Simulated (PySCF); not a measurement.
# C3H10N2Si: the cost of one run

Programs: PySCF 2.14.0, with density-fitted response routines of our own. Each step states its level of theory. These are calculated values for one molecule, in the gas phase or a continuum, unless marked as measured. Atoms count from 0, in the outputs and in this text.

## 1. Starting geometry

16 atoms, charge 0, multiplicity 1; geometry from: GFN2-xTB. The atoms were then displaced at random by about 0.01 Å, so the start is not that level's minimum.

Bonds of the start (Å): N0–Si1 1.75, Si1–N2 1.73, N2–C3 1.38, C3–C4 1.53, C4–C5 1.51, C5–C3 1.53, N0–H6 1.00, N0–H7 0.98, Si1–H8 1.49, Si1–H9 1.46, N2–H10 1.00, C3–H11 1.08, C4–H12 1.06, C4–H13 1.10, C5–H14 1.07, C5–H15 1.07.

## 2. Relaxing the molecule at PBE0-D3(BJ)/def2-SVP

The job: settings as JSON, then the geometry in Å.

```
{"job": {"xc": "PBE0", "basis": "def2-SVP", "d3": "d3bj", "grid": 1, "shake": 0.01, "kind": "geom"}, "charge": 0, "multiplicity": 1}
N      2.869110    -0.826080    -0.284110
Si     1.779810     0.443870     0.245340
N      0.240830    -0.348240     0.261480
C     -0.910640     0.288290     0.669750
C     -2.233070    -0.485940     0.680080
C     -2.030010     0.628720    -0.316260
H      3.822490    -0.552160    -0.428180
H      2.816050    -1.684110     0.178680
H      1.972010     0.967780     1.631620
H      1.968570     1.533070    -0.712440
H      0.089180    -1.050040    -0.428780
H     -0.760590     0.994770     1.479380
H     -2.245130    -1.486710     0.319460
H     -2.939780    -0.312810     1.508700
H     -2.583270     1.531380    -0.189230
H     -1.874610     0.355850    -1.337260
```

Command:

```
$ OMP_NUM_THREADS=1 python probes_run.py task.json out
```

This one command runs all jobs of the session in turn.

Q: Estimate the wall time and peak memory of this first job on 1 thread of Intel Xeon 6975P-C, shared host.

About 2.5 min, with a peak of 0.55 GiB.
